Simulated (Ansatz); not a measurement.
# CH5AlBNS: one species, many methods

An exercise on one series of results from a longer session: the logs are not shown, and one member is left open.

Computed with Ansatz 0.2.0, Gaussian basis. Level: functionals in def2-TZVPP, the program's frozen cores in correlated methods.

The runs, in order: PBE-D4, r2SCAN-D4, PBE0-D4, B3LYP-D4, ωB97X-V, ωB97M-V, B2PLYP; CCSD(T)/def2-TZVPP; MP2/def2-QZVPP; extrapolation to the limit.

## The relaxed structure

An earlier PBE0-D4 in a triple-zeta def2 set relaxation fixed the geometry.

SMILES `C[NH][Al]1[BH][S]1`, 10 atoms, charge 0, spin multiplicity 1.

Atoms are counted from 1 here; the program's logs count them from 0.

Bond lengths: C1–N2 1.450 Å, C1–H6 1.096 Å, C1–H7 1.093 Å, C1–H8 1.096 Å, N2–Al3 1.757 Å, N2–H9 1.009 Å, Al3–B4 1.996 Å, Al3–S5 2.216 Å, B4–S5 1.800 Å, B4–H10 1.189 Å. Angles: N2–C1–H6 112.1°, N2–C1–H7 110.1°, N2–C1–H8 112.1°, H6–C1–H7 107.1°, H6–C1–H8 108.0°, H7–C1–H8 107.1°, C1–N2–Al3 127.9°, C1–N2–H9 112.3°, Al3–N2–H9 119.8°, N2–Al3–B4 176.6°, N2–Al3–S5 133.1°, B4–Al3–S5 50.3°, Al3–B4–S5 71.2°, Al3–B4–H10 161.3°, S5–B4–H10 127.4°, Al3–S5–B4 58.5°.

The first run:

Contents of in.yaml:

```yaml
crystal:
  periodic: [false, false, false]
  atoms:
    - {symbol: C, position_ang: [-0.927108, -1.540445, 0.719028]}
    - {symbol: N, position_ang: [-0.546322, -0.142348, 0.773533]}
    - {symbol: Al, position_ang: [0.467772, 0.744233, -0.354763]}
    - {symbol: B, position_ang: [1.631289, 1.651896, -1.698259]}
    - {symbol: S, position_ang: [1.153776, 2.850068, -0.442483]}
    - {symbol: H, position_ang: [-2.012463, -1.669537, 0.644123]}
    - {symbol: H, position_ang: [-0.484870, -2.017042, -0.159336]}
    - {symbol: H, position_ang: [-0.580400, -2.096699, 1.596888]}
    - {symbol: H, position_ang: [-0.937275, 0.330774, 1.574211]}
    - {symbol: H, position_ang: [2.318700, 1.837799, -2.649842]}
basis:
  gaussian: {orbitals: def2-TZVPP}
hamiltonian: {xc: pbe, dispersion: d4}
output: {forces: true, orbitals: {seedname: orbitals}}
```

Run with:

```
$ ansatz run in.yaml --threads 4 --pin off --events-out ev --progress --plain --max-ram 10444MiB
```

Among the steps run: PBE-D4 (GGA); r2SCAN-D4 (meta-GGA); PBE0-D4 (hybrid); B3LYP-D4 (hybrid); ωB97X-V (range-separated); ωB97M-V (range-separated); B2PLYP (double hybrid); CCSD(T) in def2-TZVPP; MP2 in def2-QZVPP.

One table of the session follows, with a row left open; its other results are not shown here.

It belongs to the step «Atomisation energies». 

```
            method  atomisation energy (kcal/mol)
            PBE-D4                          863.7
         r2SCAN-D4                          849.5
           PBE0-D4                          848.4
          B3LYP-D4                              ?
           ωB97X-V                          847.6
           ωB97M-V                          848.2
            B2PLYP                          833.8
     HF/def2-TZVPP                          602.5
    MP2/def2-TZVPP                          833.4
   CCSD/def2-TZVPP                          801.3
CCSD(T)/def2-TZVPP                          816.7
           MP2/CBS                          858.1
       CCSD(T)/CBS                          841.4
```

Q: Estimate the row for B3LYP-D4 from the others.

**Answer.** atomisation energy (kcal/mol): 842.7. In the column «atomisation energy (kcal/mol)» it lies between CCSD(T)/CBS (841.4) and ωB97X-V (847.6).
